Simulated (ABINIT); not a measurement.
A run of ABINIT 10.8.3 (patched build) is set up as follows.

The input run.abi:

```
# Pseudopotentials
pp_dirpath "./"
pseudos "Hg.upf, S.upf"

# Structure
acell 9.3171365224 9.1181398151 9.2242730714
rprim
    -0.0061019188     0.7134669311     0.7006623329
     0.7062570038     0.0017653477     0.7079533375
     0.6997638798     0.7143742016     0.0001120609
ntypat 2
znucl 80 16
natom 3
typat 1 1 2
xred
     0.7500000000     0.7500000000     0.7500000000
     0.2500000000     0.2500000000     0.2500000000
     0.0000000000     0.0000000000     0.0000000000
chkprim 0
chksymtnons 0
tolsym 1.0e-6

# Plane-wave basis
ecut 1346.963619 eV

# k points
kptopt 1
ngkpt 5 5 5
nshiftk 1
shiftk 0.0 0.0 0.0

# Exchange and correlation
ixc 11

# Bands and occupations
nband 28
occopt 3
tsmear 0.00183747

# SCF cycle
nstep 100
tolvrs 1.0e-10

# Output
iomode 3
prtwf 0
prtden 0
prteig 0
prtebands 0
enunit 2
prtvol 2
```

Potentials or basis: PseudoDojo NC SR PBE v0.5 standard.

Command:

```sh
$ abinit run.abi > log 2>&1
```

Task: Estimate the band gap on the k mesh.

Result: None (metal or under the smearing width).

Task: What does it give for the largest force?

Result: 0.008 eV/Å.

Stress tensor (GPa, compression positive):
```
-1.94 -0.07 -0.12
-0.07 -1.41  0.14
-0.12  0.14 -1.85
```

The run has no spin-orbit coupling, so splittings on Hg are missing.
